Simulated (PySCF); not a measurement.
**C₅H₆F₂OSi: electronic excitations**

What electronic excitations should C₅H₆F₂OSi (`FC(F)OC1=C[SiH2]C=C1`) show?

The runs use PySCF 2.14.0, with density-fitted response routines of our own; the level of theory stands in each step. All values are computed, except where a source is named. Atoms are numbered from 0 throughout.

### 1 The molecule as given

15 atoms, charge 0, multiplicity 1; geometry from: GFN2-xTB.

Bonds of the start (Å): F0–C1 1.34, C1–F2 1.36, C1–O3 1.34, O3–C4 1.39, C4–C5 1.34, C5–Si6 1.88, Si6–C7 1.89, C7–C8 1.34, C8–C4 1.46, C1–H9 1.11, C5–H10 1.08, Si6–H11 1.46, Si6–H12 1.46, C7–H13 1.08, C8–H14 1.08.

### 2 Ultraviolet spectrum: CAM-B3LYP/def2-SVPD

The job: settings as JSON, then the geometry in Å.

```
{"job": {"kind": "uv", "xc": "CAM-B3LYP", "basis": "def2-SVPD", "nstates": 8, "ntriplets": 3}, "charge": 0, "multiplicity": 1}
F      3.653059     0.730389     0.395725
C      2.537440    -0.000566     0.260209
F      2.807636    -0.918023    -0.705743
O      1.535767     0.825060    -0.090008
C      0.239763     0.343491     0.006134
C     -0.160410    -0.908811     0.252281
Si    -2.043195    -0.942557     0.255628
C     -2.054293     0.912575    -0.099775
C     -0.797382     1.353545    -0.190595
H      2.364988    -0.559475     1.200985
H      0.512955    -1.736428     0.385683
H     -2.606584    -1.740985    -0.830894
H     -2.601953    -1.286393     1.563135
H     -2.898879     1.567836    -0.224601
H     -0.493326     2.368331    -0.394353
```

With the program's defaults for keys left out, this is: TDDFT CAM-B3LYP/def2-SVPD, vertical, gas phase, core orbitals frozen in the response.

Command:

```console
$ OMP_NUM_THREADS=1 python probes_run.py task.json out
```

One launch serves the whole session: the jobs run in the order shown.

Predict these results of the whole session: lowest singlet (CAM-B3LYP/def2-SVPD); brightest single state of those computed; lowest triplet.

**Answer**, as computed:

| quantity | value |
| --- | --- |
| lowest singlet (CAM-B3LYP/def2-SVPD) | 4.56 eV (272 nm), f = 0.041 |
| brightest single state of those computed | state 5, 6.69 eV, f = 0.129 |
| lowest triplet | 2.84 eV |

What this shows: The lowest singlet, at 4.56 eV, is HOMO→LUMO 0.98 and is weak; of the 8 states computed, the strongest absorption comes from state 5 at 6.69 eV. The lowest triplet lies 1.72 eV below the lowest singlet (triplets in Tamm-Dancoff, singlets in full TDDFT).
